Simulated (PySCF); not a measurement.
# SnSe (SMILES [Se][Sn]): B3LYP/def2-TZVP (core potential)

Aim: the energy change on altering one bond length of SnSe at B3LYP/def2-TZVP (core potential), from 2 runs. The job is set up through a Python script.

Program for the calculation: PySCF 2.14.0.

1 further run of the same task is left out (set aside as unsound or not needed).

## (1) Starting point

SnSe has 2 atoms, charge 0, and is taken as a singlet. SMILES: `[Se][Sn]`. The coordinates come from a PBE0-D4/def2-TZVP relaxation.

Bond lengths: Se1–Sn2 2.325 Å.

## (2) The energy at B3LYP/def2-TZVP (core potential)

Contents of input.py:

```python
# SnSe
from pyscf import gto, dft

system = gto.Mole()
system.atom = [
    ('Se', (0.000000, -0.000000, 0.006530)),
    ('Sn', (-0.000000, 0.000000, 2.331810)),
]
system.verbose = 3
system.max_memory = 1860
system.ecp = {'Sn': 'def2-svp'}
system.basis = 'def2-tzvp'
system.build()

mf = dft.RKS(system)
mf.xc = 'b3lyp'
mf.grids.level = 5
mf.conv_tol = 1e-10
mf.kernel()
if not mf.converged:
    mf = mf.newton().run(mf.mo_coeff, mf.mo_occ)

e_tot = mf.e_tot
print('E = %.10f Eh' % e_tot)
```

Launch:

```
OMP_NUM_THREADS=1 python input.py
```

Output:

```text
converged SCF energy = -2616.02256845563
E = -2616.0225684556 Eh
```

Wall time 10 s (1 thread of Arm Neoverse V2, shared host); peak memory 0.47 GiB.

## (3) The distorted shape

Contents of input.py:

```python
from pyscf import gto, dft

mol = gto.M(
    atom='''
Se     0.000000     0.000000    -0.646834
Sn     0.000000     0.000000     4.406482
''',
    verbose=3,
    charge=0,
    spin=0,
    unit='bohr',
    basis='def2-tzvp',
    ecp={'Sn': 'def2-svp'},
    max_memory=1860,
)

calc0 = dft.RKS(mol)
calc0.xc = 'b3lyp'
calc0.grids.level = 5
calc0.conv_tol = 1e-10
calc0.kernel()
if not calc0.converged:
    calc0 = calc0.newton().run(calc0.mo_coeff, calc0.mo_occ)

e_tot = calc0.e_tot
print('E(%s) = %.9f' % ('B3LYP', e_tot))
```

Launch:

```
OMP_NUM_THREADS=1 python input.py
```

Output:

```text
converged SCF energy = -2615.99815689957
E(B3LYP) = -2615.998156900
```

Wall time 12 s (1 thread of Arm Neoverse V2, shared host); peak memory 0.47 GiB.

## (4) Results

At B3LYP/def2-TZVP (core potential):

```
                                                           quantity           value
                                          first shape: total energy  -2616.02257 Eh
                                         first shape: dipole moment          3.06 D
                                           first shape: HOMO energy        -6.86 eV
                                           first shape: LUMO energy        -2.74 eV
                                         first shape: HOMO–LUMO gap         4.12 eV
                                      distorted shape: total energy  -2615.99816 Eh
                                     distorted shape: dipole moment          4.43 D
                                       distorted shape: HOMO energy        -6.25 eV
                                       distorted shape: LUMO energy        -3.31 eV
                                     distorted shape: HOMO–LUMO gap         2.93 eV
energy change with the Se1–Sn2 bond stretched from 2.325 to 2.674 Å        0.664 eV
```

What this shows: With the Se1–Sn2 bond stretched from 2.325 to 2.674 Å the energy rises by 0.66 eV (64.1 kJ/mol). The first shape isn't relaxed at this level, so the change isn't measured from a minimum.
